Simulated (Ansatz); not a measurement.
# Cl2Ga2H6N2: one species, many methods

The task here is to estimate one member of a computed series from the others.

The runs use Ansatz 0.2.0, Gaussian basis; functionals in def2-TZVPP, the program's frozen cores in correlated methods.

Levels to be run: LDA (SPW92), PBE-D4, revPBE-D4, BLYP-D4, r2SCAN-D4, B97M-V, PBE0-D4, B3LYP-D4, r2SCANh-D4, r2SCAN0-D4, HSE06-D4, BHLYP-D4, CAM-B3LYP-D4, LC-ωPBE, ωB97X-V, ωB97M-V, B2PLYP, PBE-QIDH; CCSD(T)/def2-SVP; CCSD(T)/def2-TZVPP; MP2/def2-QZVPP; extrapolation to the limit; RPA on PBE.

**The geometry**

The geometry comes from an earlier relaxation with PBE0-D4 in a triple-zeta def2 set; it is a stationary point, not always the lowest conformer.

12 atoms, charge 0, spin multiplicity 1.

Atoms are counted from 1 here; the program's logs count them from 0.

Bond lengths: Cl1–Ga2 2.170 Å, Ga2–N3 2.001 Å, Ga2–N6 2.001 Å, Ga2–H7 1.557 Å, N3–Ga4 2.001 Å, N3–H8 1.015 Å, N3–H9 1.013 Å, Ga4–Cl5 2.170 Å, Ga4–N6 2.001 Å, Ga4–H10 1.557 Å, N6–H11 1.015 Å, N6–H12 1.013 Å. Angles: Cl1–Ga2–N3 106.4°, Cl1–Ga2–N6 106.4°, Cl1–Ga2–H7 121.4°, N3–Ga2–N6 86.4°, N3–Ga2–H7 115.2°, N6–Ga2–H7 115.2°, Ga2–N3–Ga4 93.3°, Ga2–N3–H8 111.7°, Ga2–N3–H9 116.1°, Ga4–N3–H8 111.7°, Ga4–N3–H9 116.1°, H8–N3–H9 107.4°, N3–Ga4–Cl5 106.4°, N3–Ga4–N6 86.4°, N3–Ga4–H10 115.2°, Cl5–Ga4–N6 106.4°, Cl5–Ga4–H10 121.4°, N6–Ga4–H10 115.2° and more.

Set-up of the first run:

The input, in.yaml:

```yaml
crystal:
  periodic: [false, false, false]
  atoms:
    - {symbol: Cl, position_ang: [-1.763677, -1.779150, 1.645929]}
    - {symbol: Ga, position_ang: [0.043831, -1.371639, 0.516804]}
    - {symbol: N, position_ang: [0.686517, 0.428955, 1.109061]}
    - {symbol: Ga, position_ang: [0.272020, 1.285047, -0.651976]}
    - {symbol: Cl, position_ang: [-1.383867, 2.642067, -0.298972]}
    - {symbol: N, position_ang: [-0.536666, -0.470031, -1.173187]}
    - {symbol: H, position_ang: [1.153840, -2.449379, 0.346367]}
    - {symbol: H, position_ang: [0.111541, 0.806673, 1.855402]}
    - {symbol: H, position_ang: [1.650884, 0.480487, 1.414475]}
    - {symbol: H, position_ang: [1.511884, 1.718543, -1.487148]}
    - {symbol: H, position_ang: [-1.547837, -0.412873, -1.240695]}
    - {symbol: H, position_ang: [-0.198470, -0.878697, -2.036060]}
basis:
  gaussian: {orbitals: def2-TZVPP}
hamiltonian: {xc: lda}
output: {orbitals: {seedname: orbitals}}
```

Run with:

```
> ansatz run in.yaml --threads 2 --pin off --events-out ev --progress --plain --max-ram 32768MiB --backend cuda --devices 0, --max-vram 18GiB
```

Among the steps run: LDA; PBE-D4 (GGA); revPBE-D4 (GGA); BLYP-D4 (GGA); r2SCAN-D4 (meta-GGA); B97M-V (meta-GGA); B3LYP-D4 (hybrid); r2SCANh-D4 (hybrid); r2SCAN0-D4 (hybrid); HSE06-D4 (hybrid); BHLYP-D4 (hybrid); CAM-B3LYP-D4 (range-separated); LC-ωPBE (range-separated); ωB97X-V (range-separated); ωB97M-V (range-separated); B2PLYP (double hybrid); PBE-QIDH (double hybrid).

One of the session's tables, all rows but one given; the rest of the session is left out.

It belongs to the step «Orbital energies across the functionals». 

| functional | HOMO (eV) | gap (eV) |
| --- | --- | --- |
| LDA (SPW92) | ? | ? |
| PBE-D4 | -6.84 | 5.86 |
| revPBE-D4 | -6.79 | 5.93 |
| BLYP-D4 | -6.69 | 5.78 |
| r2SCAN-D4 | -7.18 | 6.64 |
| B97M-V | -7.29 | 6.47 |
| PBE0-D4 | -8.19 | 7.97 |
| B3LYP-D4 | -7.93 | 7.46 |
| r2SCANh-D4 | -7.68 | 7.37 |
| r2SCAN0-D4 | -8.42 | 8.47 |
| HSE06-D4 | -7.79 | 7.21 |
| BHLYP-D4 | -9.42 | 9.88 |
| CAM-B3LYP-D4 | -9.54 | 10.14 |
| LC-ωPBE | -10.93 | 12.72 |
| ωB97X-V | -10.58 | 12.17 |
| ωB97M-V | -10.41 | 11.66 |

Q: Estimate the row for LDA (SPW92) from the others.

As computed: HOMO (eV): -6.95; gap (eV): 5.74. In the column «HOMO (eV)» it lies between r2SCAN-D4 (-7.18) and PBE-D4 (-6.84).
